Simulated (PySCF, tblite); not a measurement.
# C₄H₁₁N₂OPSi₂: geometry, infrared bands and NMR shifts

Aim: predict the infrared bands and NMR shifts of C₄H₁₁N₂OPSi₂ (`NP(c1ccoc1)N([SiH3])[SiH3]`).

Programs: tblite 0.8.0 and PySCF 2.14.0, with density-fitted response routines of our own. Each step states its level of theory. These are calculated values for one molecule in the gas phase, unless marked as measured. Atoms count from 0, in the outputs and in this text.

### Step 1. Starting geometry

21 atoms, charge 0, multiplicity 1; geometry from: force field or distance geometry start.

Bonds of the start (Å): N0–P1 1.79, P1–C2 1.82, C2–C3 1.37, C3–C4 1.38, C4–O5 1.33, O5–C6 1.32, P1–N7 1.73, N7–Si8 1.74, N7–Si9 1.76, C6–C2 1.39, N0–H10 1.04, N0–H11 1.03, C3–H12 1.11, C4–H13 1.10, C6–H14 1.08, Si8–H15 1.50, Si8–H16 1.45, Si8–H17 1.48, Si9–H18 1.49, Si9–H19 1.47, Si9–H20 1.46.

### Step 2. Optimising the geometry with GFN2-xTB

Job settings and geometry (Å):

```
{"job": {"kind": "relax", "xc": "GFN2-xTB", "basis": "xTB"}, "charge": 0, "multiplicity": 1}
N      0.232300    -1.788300    -1.958100
P     -0.044700    -1.119400    -0.316700
C      1.391700    -0.080600     0.115100
C      2.307000    -0.346900     1.101900
C      3.236700     0.666400     1.135700
O      2.897100     1.527600     0.187500
C      1.810200     1.121500    -0.434000
N     -1.608700    -0.371900    -0.255000
Si    -1.726000     1.340100    -0.565600
Si    -2.758100    -0.916300     0.967500
H      0.707600    -1.053600    -2.513700
H      0.778600    -2.665000    -1.923500
H      2.287300    -1.234100     1.775100
H      4.109700     0.761100     1.793900
H      1.337300     1.669900    -1.239400
H     -3.181300     1.620600    -0.786600
H     -1.002800     1.820300    -1.727700
H     -1.403700     2.063800     0.684700
H     -2.735500     0.047500     2.103300
H     -4.108700    -0.777200     0.396500
H     -2.534900    -2.268500     1.458600
```

Command:

```sh
> OMP_NUM_THREADS=1 python probes_run.py task.json out
```

This one command runs all jobs of the session in turn.

**Question.** This job is followed by: GFN2-xTB harmonic vibrations, gas phase; GIAO PBE0/pcSseg-1 NMR shielding, non-relativistic, gas phase. What will the session give for the following? strongest single infrared mode (GFN2-xTB); zero-point energy (GFN2-xTB); 13C shifts against TMS (PBE0/pcSseg-1); 1H shifts against TMS (PBE0/pcSseg-1, means over atoms taken as alike); 15N shifts against NH3 (PBE0/pcSseg-1); 31P shifts against H3PO4 (PBE0/pcSseg-1); 17O shifts against H2O (PBE0/pcSseg-1); 29Si shifts against TMS (PBE0/pcSseg-1, means over atoms taken as alike).

**Answer**, as computed:

```
                                                                quantity                             value
                               strongest single infrared mode (GFN2-xTB)             2209 cm⁻¹, 571 km/mol
                                            zero-point energy (GFN2-xTB)                     87.4 kcal/mol
                                  13C shifts against TMS (PBE0/pcSseg-1)    149.3, 147.1, 135.2, 119.5 ppm
  1H shifts against TMS (PBE0/pcSseg-1, means over atoms taken as alike)  7.77, 7.68, 6.87, 4.72, 0.54 ppm
                                  15N shifts against NH3 (PBE0/pcSseg-1)                    44.3, 29.1 ppm
                                31P shifts against H3PO4 (PBE0/pcSseg-1)                          74.8 ppm
                                  17O shifts against H2O (PBE0/pcSseg-1)                         304.9 ppm
29Si shifts against TMS (PBE0/pcSseg-1, means over atoms taken as alike)                         -61.0 ppm
```

In words: The optimisation took 274 steps and gained 1.504 eV; among the close pairs (by a distance rule), N0–P1 changed most, from 1.794 to 1.723 Å. All 57 modes are real, so the xTB geometry is a minimum. The strongest single mode, at 2209 cm⁻¹, moves mainly H18 and H17. Unscaled tight-binding wavenumbers are off by several per cent, some by more. Its intensities can rank the bands wrongly. At PBE0/pcSseg-1: Shielding is most anisotropic at O5 (span 376 ppm, paramagnetic term -368 ppm). NICS(1)zz of -27 ppm above the planar ring from C2 marks a diatropic (aromatic) ring current.
